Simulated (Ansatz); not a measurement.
# F₂H₂O₂Si (built from SMILES O[Si](O)(F)F): search for a transition state, part 2 of 2

Ansatz 0.2.0, Gaussian basis; PBE0-D4.

**6. Checking the order of the point**

Input file vib/in.yaml:

```yaml
crystal:
  periodic: [false, false, false]
  atoms:
    - {symbol: Si, position_ang: [-0.493640, 0.050013, 0.500318]}
    - {symbol: O, position_ang: [0.982662, -0.238805, -0.510126]}
    - {symbol: O, position_ang: [-1.288216, -0.807329, -0.506636]}
    - {symbol: H, position_ang: [0.156027, -0.715479, -1.038735]}
    - {symbol: F, position_ang: [-0.603374, 1.621359, 0.589120]}
    - {symbol: F, position_ang: [-0.128278, -0.410762, 1.956315]}
    - {symbol: H, position_ang: [1.374819, 0.501004, -0.990157]}
basis:
  gaussian: {orbitals: def2-TZVP}
hamiltonian: {xc: pbe0, dispersion: d4}
phonons: {temperatures: {t_min: 298.15, t_max: 900, t_step: 200}}
```

Command:

```console
$ ansatz run in.yaml --threads 4 --pin off --events-out ev --progress --plain --max-ram 9574MiB
```

Log, shortened:

```text
Functional definition: PBE0
  name "PBE0"
  cite "Adamo & Barone, J. Chem. Phys. 110, 6158 (1999) doi:10.1063/1.478522"
  cite "Perdew, Burke & Ernzerhof, Phys. Rev. Lett. 77, 3865 (1996) doi:10.1103/PhysRevLett.77.3865"
  parent pbe
[...]
970 factors; their error is unknown
[...]
mean field -17434.20826748 eV, -640.6953364991 hartree, gradient 1.1e-5 eV, S^2 0.000000; 0 other end points of the search recorded, 0 dependent functions left out
[...]
reference -17434.20829053 eV, -640.6953373462 hartree; 25, 25 occupied and 148, 148 virtual orbitals, 970 factors
[... from here to the last solve, the lines of the solves are left out (41 solves) ...]
970 factors; their error is unknown
mean field -17434.20822983 eV, -640.6953351154 hartree, gradient 1.6e-6 eV, S^2 0.000000; 0 other end points of the search recorded, 0 dependent functions left out
[...]
reference -17434.20825288 eV, -640.6953359627 hartree; 25, 25 occupied and 148, 148 virtual orbitals, 970 factors
WARN: phonons: modes at or below zero, which the zero-point energy, F, S and C_V leave out: 1, the lowest at -794.78 cm⁻¹. A minimum has none, and a first-order saddle one
Total energy: -17434.30966810 eV, -640.6990629031 hartree
Atom 0 at    -0.493640     0.050013     0.500318 Å, force     0.000977    -0.003908    -0.004024 eV/Å
Atom 1 at     0.982662    -0.238805    -0.510126 Å, force    -0.002778    -0.004390     0.007095 eV/Å
Atom 2 at    -1.288216    -0.807329    -0.506636 Å, force    -0.000257     0.000122     0.000672 eV/Å
Atom 3 at     0.156027    -0.715479    -1.038735 Å, force    -0.000679     0.001850    -0.001878 eV/Å
Atom 4 at    -0.603374     1.621359     0.589120 Å, force     0.000940     0.001646    -0.001007 eV/Å
Atom 5 at    -0.128278    -0.410762     1.956315 Å, force     0.001190     0.000295     0.001466 eV/Å
Atom 6 at     1.374819     0.501004    -0.990157 Å, force     0.000606     0.004385    -0.002325 eV/Å
Dipole moment:     0.699921     0.344456    -0.291109 e Å
Vibrations: -794.78 199.06 305.47 319.99 369.40 491.29 523.72 764.40 816.56 862.79 990.32 1244.78 1369.21 2327.32 3827.45 cm⁻¹, zero-point energy 0.893415 eV
```

Run time: 48 s. Hardware: 4 threads of Arm Neoverse V2, shared host.

The modes, with what each moves most:

| mode | wavenumber (cm⁻¹) | character |
| --- | --- | --- |
| 1 | 795i | changes O2–H4, O3–H4 |
| 2 | 199 | bend |
| 3 | 305 | bend |
| 4 | 320 | bend with torsion |
| 5 | 369 | bend with torsion |
| 6 | 491 | torsion with bend |
| 7 | 524 | bend |
| 8 | 764 | bend with wag or twist |
| 9 | 817 | Si–F and Si–O stretch |
| 10 | 863 | bend with Si–O stretch |
| 11 | 990 | Si–F stretch |
| 12 | 1245 | Si–O stretch |
| 13 | 1369 | bend |
| 14 | 2327 | O–H stretch with bend |
| 15 | 3827 | O–H stretch |

Vibrational sums (real modes only):

| T (K) | entropy (J/mol/K) | heat capacity (J/mol/K) |
| --- | --- | --- |
| 298 | 33.3 | 49.0 |
| 498 | 64.4 | 71.7 |
| 698 | 90.8 | 84.3 |
| 898 | 113.0 | 92.1 |

**7. Relaxing after a step of 0.30 Å one way along the mode**

Input file downa/in.yaml:

```yaml
crystal:
  periodic: [false, false, false]
  atoms:
    - {symbol: Si, position_ang: [-0.622861, 0.030170, 0.527113]}
    - {symbol: O, position_ang: [0.954407, -0.282075, -0.542647]}
    - {symbol: O, position_ang: [-1.439250, -0.785195, -0.432751]}
    - {symbol: H, position_ang: [0.445973, -0.654267, -1.085471]}
    - {symbol: F, position_ang: [-0.585190, 1.619752, 0.586974]}
    - {symbol: F, position_ang: [-0.094825, -0.404286, 1.951743]}
    - {symbol: H, position_ang: [1.341745, 0.475900, -1.004861]}
basis:
  gaussian: {orbitals: def2-TZVP}
hamiltonian: {xc: pbe0, dispersion: d4}
relax: {f_tol: 0.005, max_steps: 200}
```

Command:

```console
$ ansatz run in.yaml --threads 4 --pin off --events-out ev --progress --plain --max-ram 9574MiB
```

Log, shortened:

```text
[... 5 set-up lines as earlier in the session ...]
[...]
970 factors; their error is unknown
[...]
mean field -17433.48003135 eV, -640.6685743150 hartree, gradient 5.2e-5 eV, S^2 0.000000; 0 other end points of the search recorded, 0 dependent functions left out
[...]
reference -17433.48005521 eV, -640.6685751916 hartree; 25, 25 occupied and 148, 148 virtual orbitals, 970 factors
relax step   1: F+E_penalty+E_count = -17433.58761719 eV  Δ(F+E_penalty+E_count) = +0.000e0 eV  max|allowed force component| = 7.759e0 eV/Å  Δτ_max = 0.0000 Å  (28 SCF iters, accepted)
[...]
reference -17434.34149735 eV, -640.7002326064 hartree; 25, 25 occupied and 148, 148 virtual orbitals, 970 factors
Total energy: -17434.44902060 eV, -640.7041840129 hartree
Atom 0 at    -0.634768     0.011322     0.503700 Å, force    -0.000687     0.000708     0.001977 eV/Å
Atom 1 at     0.918844    -0.246489    -0.523853 Å, force     0.002621    -0.000760    -0.002400 eV/Å
Atom 2 at    -1.638230    -0.798969    -0.288960 Å, force    -0.000632    -0.000660     0.000170 eV/Å
Atom 3 at     0.560009    -0.723869    -1.290921 Å, force    -0.000111     0.000699     0.000317 eV/Å
Atom 4 at    -0.547516     1.597543     0.504750 Å, force    -0.001192     0.000708     0.000641 eV/Å
Atom 5 at    -0.046272    -0.385464     1.913429 Å, force    -0.000614     0.000260    -0.000848 eV/Å
Atom 6 at     1.387932     0.545924    -0.818045 Å, force     0.000616    -0.000955     0.000143 eV/Å
Dipole moment:     1.076887     0.286428    -0.539403 e Å
```

Wall time 19 s (4 threads of Arm Neoverse V2, shared host).

Step by step: (the energy doesn't fall at every step)

| step | energy from step 1 (eV) | largest force component (eV/Å) |
| --- | --- | --- |
| 1 | 0.0000 | 7.7595 |
| 2 | -0.8036 | 0.8377 |
| 3 | -0.8380 | 0.3056 |
| 4 | -0.8106 | 1.0125 |
| 5 | -0.8543 | 0.4418 |
| 6 | -0.8579 | 0.2252 |
| 7 | -0.8611 | 0.0353 |
| 8 | -0.8612 | 0.0541 |
| 9 | -0.8613 | 0.0144 |
| 10 | -0.8614 | 0.0091 |
| 11 | -0.8614 | 0.0026 |

Distances of close pairs at the start and the end, largest changes first:

| bond | before (Å) | after (Å) | change (Å) |
| --- | --- | --- | --- |
| O2–H4 | 0.832 | 0.972 | +0.140 |
| Si1–O2 | 1.931 | 1.880 | -0.051 |
| Si1–O3 | 1.501 | 1.514 | +0.013 |
| Si1–F5 | 1.591 | 1.589 | -0.003 |
| Si1–F6 | 1.580 | 1.578 | -0.002 |
| O2–H7 | 0.969 | 0.967 | -0.002 |

**8. Relaxing after a step of 0.30 Å the other way along the mode**

Input file downb/in.yaml:

```yaml
crystal:
  periodic: [false, false, false]
  atoms:
    - {symbol: Si, position_ang: [-0.364419, 0.069856, 0.473524]}
    - {symbol: O, position_ang: [1.010918, -0.195536, -0.477604]}
    - {symbol: O, position_ang: [-1.137182, -0.829463, -0.580521]}
    - {symbol: H, position_ang: [-0.133919, -0.776691, -0.991999]}
    - {symbol: F, position_ang: [-0.621558, 1.622966, 0.591266]}
    - {symbol: F, position_ang: [-0.161732, -0.417239, 1.960887]}
    - {symbol: H, position_ang: [1.407893, 0.526107, -0.975454]}
basis:
  gaussian: {orbitals: def2-TZVP}
hamiltonian: {xc: pbe0, dispersion: d4}
relax: {f_tol: 0.005, max_steps: 200}
```

Command:

```console
$ ansatz run in.yaml --threads 4 --pin off --events-out ev --progress --plain --max-ram 9574MiB
```

Log, shortened:

```text
[... 5 set-up lines as earlier in the session ...]
[...]
970 factors; their error is unknown
[...]
mean field -17434.89498384 eV, -640.7205728599 hartree, gradient 1.5e-5 eV, S^2 0.000000; 0 other end points of the search recorded, 0 dependent functions left out
[...]
reference -17434.89500608 eV, -640.7205736772 hartree; 25, 25 occupied and 148, 148 virtual orbitals, 970 factors
relax step   1: F+E_penalty+E_count = -17434.99383160 eV  Δ(F+E_penalty+E_count) = +0.000e0 eV  max|allowed force component| = 2.371e0 eV/Å  Δτ_max = 0.0000 Å  (26 SCF iters, accepted)
[...]
reference -17436.57865116 eV, -640.7824464926 hartree; 25, 25 occupied and 148, 148 virtual orbitals, 970 factors
Total energy: -17436.68510903 eV, -640.7863587473 hartree
Atom 0 at    -0.137495     0.060463     0.315783 Å, force    -0.004426    -0.002470    -0.000206 eV/Å
Atom 1 at     1.259923     0.081237    -0.496147 Å, force     0.002821     0.004669     0.002102 eV/Å
Atom 2 at    -1.139710    -1.012085    -0.342911 Å, force     0.000201     0.001558    -0.000215 eV/Å
Atom 3 at    -1.156606    -1.099763    -1.296237 Å, force    -0.000315    -0.000810     0.000029 eV/Å
Atom 4 at    -0.752822     1.518016     0.342566 Å, force     0.001139    -0.001674     0.000789 eV/Å
Atom 5 at     0.050557    -0.347429     1.824832 Å, force     0.000220     0.001212    -0.000330 eV/Å
Atom 6 at     1.876155     0.799560    -0.347787 Å, force     0.000360    -0.002484    -0.002169 eV/Å
Dipole moment:     0.248959     0.121740    -0.422689 e Å
```

Wall time 29 s (4 threads of Arm Neoverse V2, shared host).

Along the way: (the energy doesn't fall at every step)

| step | energy from step 1 (eV) | largest force component (eV/Å) |
| --- | --- | --- |
| 1 | 0.0000 | 2.3708 |
| 2 | -0.3083 | 2.6154 |
| 3 | -0.7618 | 3.0839 |
| 4 | -1.2513 | 1.5361 |
| 5 | -1.5048 | 1.0195 |
| 6 | -1.6371 | 0.3207 |
| 7 | -1.6386 | 0.6748 |
| 8 | -1.6615 | 0.1201 |
| 9 | -1.6616 | 0.6594 |
| 10 | -1.6525 | 1.3665 |
| 11 | -1.6770 | 0.1047 |
| 12 | -1.6868 | 0.0741 |
| 13 | -1.6882 | 0.2426 |
| 14 | -1.6884 | 0.3353 |
| 15 | -1.6911 | 0.0271 |
| 16 | -1.6907 | 0.1274 |
| 17 | -1.6912 | 0.0026 |
| 18 | -1.6912 | 0.0107 |
| 19 | -1.6913 | 0.0047 |

Close pairs (by a distance rule), those that changed most:

| bond | before (Å) | after (Å) | change (Å) |
| --- | --- | --- | --- |
| Si1–H4 | 1.708 | 2.232 | +0.524 |
| O3–H4 | 1.086 | 0.957 | -0.128 |
| Si1–O2 | 1.693 | 1.616 | -0.077 |
| Si1–O3 | 1.586 | 1.609 | +0.022 |
| O2–H7 | 0.962 | 0.958 | -0.004 |
| Si1–F5 | 1.579 | 1.582 | +0.004 |
| Si1–F6 | 1.578 | 1.574 | -0.004 |

**9. What the saddle joins**

| pair | start side (Å) | saddle (Å) | end side (Å) |
| --- | --- | --- | --- |
| O2–H4 | 2.806 | 1.091 | 0.972 |
| Si1–O2 | 1.616 | 1.812 | 1.880 |
| O3–H4 | 0.957 | 1.542 | 2.417 |

**10. Summary of results**

The summary covers parts 1 to 2.

```
                       quantity                                        value
                 imaginary mode                                    795i cm⁻¹
    barrier from the start side                                 229.2 kJ/mol
      barrier from the end side                                  13.4 kJ/mol
             energy of the step                                +215.7 kJ/mol
              pairs that change  O2–H4 formed, Si1–O2 loosened, O3–H4 broken
zero-point energy at the saddle                                     0.893 eV
```

One imaginary mode, 795i cm⁻¹, makes this a first-order saddle. It joins the planned start and end. A bond meant to break is only loosened at the end: the products stay bound as an adduct. At PBE0-D4/def2-TZVP the electronic barrier is 229.2 kJ/mol, about 92 kT at 298 K, and the step runs 215.7 kJ/mol uphill. A step off the saddle overshot and began above it in energy, so the link to its end is likely but not proven. The ends are the nearest minima, not always the lowest complexes.
